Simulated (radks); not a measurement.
# Pm⁵⁹⁺ in 1s1 2s1: an all-electron calculation

Aim: the levels, the sizes of the orbitals and the parts of the energy of the promethium ion Pm59+.

Program: radks (a radial shooting solver on a logarithmic mesh, Libxc functionals) version 1. Level of theory: non-relativistic Kohn-Sham, PBE, spin-polarised, spherical densities, point nucleus; open shells are filled with parallel spins first. These are calculated values, not measurements, unless marked.

## 1. The system

- element: promethium (Z = 61)
- charge: +59
- electrons: 2
- configuration: 1s1 2s1

Outer shells as boxes (Hund's rule):

Pm⁵⁹⁺
```
1s [↑ ]
2s [↑ ]
```

## 2. Self-consistent calculation

Settings of this run:

```text
Z 61
configuration 1s1 2s1 2p0 3s0 3d0
relativity non-relativistic
functional pbe,pbe
spin polarised
nucleus point
```

**Question.** What will this run give?

**Answer**, as computed:

```
                        quantity                     value
                    total energy        -2314.0003 hartree
exchange-correlation share of it                    1.07 %
                            −T/E                    1.0000
          highest occupied level        2s up, -12255.5 eV
    most extended occupied level  2s up, <r> = 0.0992 bohr
 radius at density 0.001 e/bohr³                0.338 bohr
    maxima of the radial density                         2
```

2 principal shells are occupied and 2 maxima appear in the radial density. The ratio −T/E is 1.0000; for a non-relativistic Coulomb system it is 1 up to the kinetic part of correlation. This is not the tabulated ground configuration, so its levels and sizes aren't those of the ground state, and no measured value stands beside it.
